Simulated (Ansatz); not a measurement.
Working through a ranking of structure types by relaxed energy of Y on several prototypes

With Ansatz 0.2.0, Python API.

Notebook, run cell by cell (the value of a cell's last expression is shown):

**Cell 1**
```python
import warnings

import ansatz as az
import numpy as np
import spglib
```

**Cell 2**
```python
def hcp(A, a):
    return (
        az.Lattice.from_parameters(a, a, 1.633 * a, alpha=90, beta=90, gamma=120)
        .space_group(194)
        .atom(A, (1 / 3, 2 / 3, 0.25))
    )
```

**Cell 3**
```python
def bcc(A, a):
    return (
        az.Lattice.bcc(a)
        .space_group(229)
        .atom(A, (0, 0, 0))
        .primitive()
    )
```

**Cell 4**
```python
def diamond(A, a):
    return az.Crystal.diamond(A, a=a)
```

**Cell 5**
```python
def sc(A, a):
    return (
        az.Lattice.cubic(a)
        .space_group(221)
        .atom(A, (0, 0, 0))
    )


def ground_state(name, crystal, relax=True):
    calc = (
        crystal.calculation()
        .functional(az.Functional.R2SCAN)
        .basis(41 * az.Ry)
        .kpoints(spacing=0.27)
        .occupations("fermi_dirac", width=0.1)
        .stress()  # positive in compression
        .band_table()  # levels at the mesh points
    )
    if relax:
        calc = calc.relax(force_tolerance=0.01, cell=True)
    return calc.run(threads=1, backend="cpu")
```

**Cell 6**
```python
def bulk_modulus(name, outcome, step=0.01):
    # B = -V dP/dV from the pressures of two uniformly scaled cells, atoms held at their fractions
    pressure = []
    for factor in (1 - step, 1.0, 1 + step):
        cell = az.Crystal(lattice=az.Lattice.of(outcome.lattice.cell_ang * factor ** (1 / 3)))
        for site in outcome.report["lattice"]["sites"]:
            cell = cell.atom(site["symbol"], site["position_frac"])
        pressure.append(np.trace(ground_state(name, cell, relax=False).report["stress_gpa"]) / 3)
    slope, bend = (pressure[0] - pressure[2]) / (2 * step), abs(pressure[0] + pressure[2] - 2 * pressure[1])
    # a jump of mesh or basis between the cells shows as a kink: no modulus then
    return float(slope) if bend < 12 * step**2 * abs(slope) + 0.15 and abs(pressure[1]) < 1.5 else float("nan")
```

**Cell 7**
```python
def relaxed_twice(name, crystal):
    # the second pass draws mesh and plane waves anew for the relaxed cell
    first = ground_state(name, crystal)
    again = az.Crystal(lattice=az.Lattice.of(first.lattice.cell_ang))
    for site in first.report["lattice"]["sites"]:
        again = again.atom(site["symbol"], site["position_frac"])
    return ground_state(name, again)
```

**Cell 8**
```python
def volume_per_atom(outcome):
    return abs(np.linalg.det(outcome.lattice.cell_ang)) / len(outcome.lattice.sites)
```

**Cell 9**
```python
def space_group(outcome):
    sites = outcome.report["lattice"]["sites"]
    kinds = sorted({site["symbol"] for site in sites})
    cell = (outcome.lattice.cell_ang, [site["position_frac"] for site in sites], [kinds.index(site["symbol"]) for site in sites])
    return spglib.get_spacegroup(cell, symprec=0.01)
```

**Cell 10**
```python
def pressure_gpa(outcome):
    return float(np.trace(outcome.report["stress_gpa"]) / 3)
```

**Cell 11**
```python
# a is a first guess in angstrom
warnings.simplefilter("ignore")
```

**Cell 12**
```python
phases = {}
phases["hcp"] = hcp("Y", 3.6)
phases["bcc"] = bcc("Y", 4.04)
phases["diamond"] = diamond("Y", 7.0)
phases["sc"] = sc("Y", 3.31)
```

**Cell 13**
```python
done = {}
for name, crystal in phases.items():
    try:
        done[name] = relaxed_twice(name, crystal)
    except az.NonConvergedError as error:
        print(name, "did not converge:", str(error)[:120])
```

**Cell 14**
```python
energy = {name: o.report["energy_sigma0_ev"] / len(o.lattice.sites) for name, o in done.items()}
lowest = min(energy.values())
rows = [(name, len(o.lattice.sites), 1000 * (energy[name] - lowest), volume_per_atom(o), space_group(o), pressure_gpa(o), bulk_modulus(name, o)) for name, o in done.items()]
rows.sort(key=lambda row: row[2])
print("     phase       atoms  dE (meV/atom)  V (A^3/atom)  space group     P (GPa)     B (GPa)")
for row in rows:
    print(f"{str(row[0]):>10}  {row[1]:10d}  {row[2]:13.1f}  {row[3]:12.3f}  {str(row[4]):>11}  {row[5]:10.2f}  {row[6]:10.0f}")
print("lowest in energy:", rows[0][0])
```
Output:
```text
     phase       atoms  dE (meV/atom)  V (A^3/atom)  space group     P (GPa)     B (GPa)
       hcp           2            0.0        33.596  P6_3/mmc (194)        0.01          40
       bcc           1           94.7        33.707  Im-3m (229)        0.00          38
        sc           1          849.8        34.489  Pm-3m (221)        0.02          26
   diamond           2         2109.5        40.420  Fd-3m (227)       -0.01          13
lowest in energy: hcp
```

By space group at the end of each run: P6_3/mmc (+0 meV an atom, 33.5 Å³), Im-3m (+102 meV an atom, 33.7 Å³), Pm-3m (+857 meV an atom, 34.5 Å³) and Fd-3m (+2117 meV an atom, 40.4 Å³).

Notes:
- Spin is left out of this run.
- For the metals among these phases the mesh is modest: differences between phases can be off by up to 40 meV an atom.
- Pressure is positive in compression.
- The cells are built on prototypes, so most aren't the phase found in nature. Rows bear the name of their start, and a relaxation keeps or raises the symmetry. Differences under about 40 meV an atom lie within the error of mesh and functional.
- Wall time of the script: 2.2 min on 1 thread of Arm Neoverse V2, with other jobs on the host, peak memory 0.72 GiB.
